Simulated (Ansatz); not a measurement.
# C3H6AlI: a ladder of functionals and wavefunction methods

An exercise on one series of results from a longer session: the logs are not shown, and one member is left open.

Computed with Ansatz 0.2.0, Gaussian basis. Level: functionals in def2-TZVPP, the program's frozen cores in correlated methods.

The runs, in order: PBE-D4, r2SCAN-D4, PBE0-D4, B3LYP-D4, ωB97X-V, ωB97M-V, B2PLYP; CCSD(T)/def2-TZVPP; MP2/def2-QZVPP; extrapolation to the limit.

### The relaxed structure

An earlier PBE0-D4 in a triple-zeta def2 set relaxation fixed the geometry. I takes the def2 core potential; no spin-orbit term is included.

11 atoms, charge 0, spin multiplicity 1.

Atoms are counted from 1 here; the program's logs count them from 0.

Bond lengths: I1–C2 2.192 Å, C2–Al3 1.943 Å, C2–H6 1.087 Å, C2–H7 1.087 Å, Al3–C4 1.901 Å, Al3–C5 1.901 Å, C4–C5 1.596 Å, C4–H8 1.089 Å, C4–H9 1.088 Å, C5–H10 1.088 Å, C5–H11 1.089 Å. Angles: I1–C2–Al3 87.6°, I1–C2–H6 105.2°, I1–C2–H7 105.2°, Al3–C2–H6 120.7°, Al3–C2–H7 120.6°, H6–C2–H7 111.4°, C2–Al3–C4 155.0°, C2–Al3–C5 155.0°, C4–Al3–C5 49.6°, Al3–C4–C5 65.2°, Al3–C4–H8 122.4°, Al3–C4–H9 122.1°, C5–C4–H8 114.3°, C5–C4–H9 114.3°, H8–C4–H9 110.1°, Al3–C5–C4 65.2°, Al3–C5–H10 122.2°, Al3–C5–H11 122.4° and more.

Geometry (Å):

```mol
C3H6AlI
  3D, bonds by distance, orders not assigned

 11 11  0  0  0  0  0  0  0  0999 V2000
   -2.0030    1.9337   -1.1113 I   0  0
   -0.1892    2.2278    0.0834 C   0  0
    0.0432    0.2988    0.0540 Al  0  0
   -0.0969   -1.4639    0.7520 C   0  0
    0.7633   -1.3400   -0.5861 C   0  0
   -0.5214    2.7322    0.9871 H   0  0
    0.4475    2.8714   -0.5180 H   0  0
    0.4699   -1.7950    1.6206 H   0  0
   -1.0036   -2.0571    0.6491 H   0  0
    0.3415   -1.8647   -1.4412 H   0  0
    1.8141   -1.6003   -0.4691 H   0  0
  1  2  8  0
  2  3  8  0
  3  4  8  0
  4  5  8  0
  2  6  8  0
  2  7  8  0
  4  8  8  0
  4  9  8  0
  5 10  8  0
  5 11  8  0
  3  5  8  0
M  END
```

The first run:

The input, in.yaml:

```yaml
crystal:
  periodic: [false, false, false]
  atoms:
    - {symbol: I, position_ang: [-2.002959, 1.933668, -1.111317]}
    - {symbol: C, position_ang: [-0.189239, 2.227752, 0.083438]}
    - {symbol: Al, position_ang: [0.043190, 0.298845, 0.054039]}
    - {symbol: C, position_ang: [-0.096926, -1.463858, 0.751955]}
    - {symbol: C, position_ang: [0.763288, -1.340035, -0.586080]}
    - {symbol: H, position_ang: [-0.521360, 2.732171, 0.987080]}
    - {symbol: H, position_ang: [0.447494, 2.871367, -0.517972]}
    - {symbol: H, position_ang: [0.469940, -1.795024, 1.620632]}
    - {symbol: H, position_ang: [-1.003551, -2.057066, 0.649108]}
    - {symbol: H, position_ang: [0.341487, -1.864653, -1.441228]}
    - {symbol: H, position_ang: [1.814136, -1.600269, -0.469054]}
basis:
  gaussian: {orbitals: def2-TZVPP}
hamiltonian: {xc: pbe, dispersion: d4}
output: {forces: true, orbitals: {seedname: orbitals}}
```

Command:

```
> ansatz run in.yaml --threads 4 --pin off --events-out ev --progress --plain --max-ram 10444MiB
```

Among the steps run: PBE-D4 (GGA); r2SCAN-D4 (meta-GGA); PBE0-D4 (hybrid); B3LYP-D4 (hybrid); ωB97X-V (range-separated); ωB97M-V (range-separated); B2PLYP (double hybrid); CCSD(T) in def2-TZVPP; MP2 in def2-QZVPP.

One of the session's tables, all rows but one given; the rest of the session is left out.

```
            method  atomisation energy (eV)
            PBE-D4                   40.369
         r2SCAN-D4                   39.734
           PBE0-D4                   39.776
          B3LYP-D4                        ?
           ωB97X-V                   39.462
           ωB97M-V                   39.487
            B2PLYP                   38.943
     HF/def2-TZVPP                   28.569
    MP2/def2-TZVPP                   39.195
   CCSD/def2-TZVPP                   37.810
CCSD(T)/def2-TZVPP                   38.500
           MP2/CBS                   40.256
       CCSD(T)/CBS                   39.561
```

**Question.** Estimate the row for B3LYP-D4.

As computed: atomisation energy (eV): 39.292. In the column «atomisation energy (eV)» it lies between MP2/def2-TZVPP (39.195) and ωB97X-V (39.462).

To keep in mind: Free atoms (1 I, 3 C, 1 Al, 6 H) were run apart at each level; the atomisation energy is their sum less the molecule, without zero-point or spin-orbit terms.
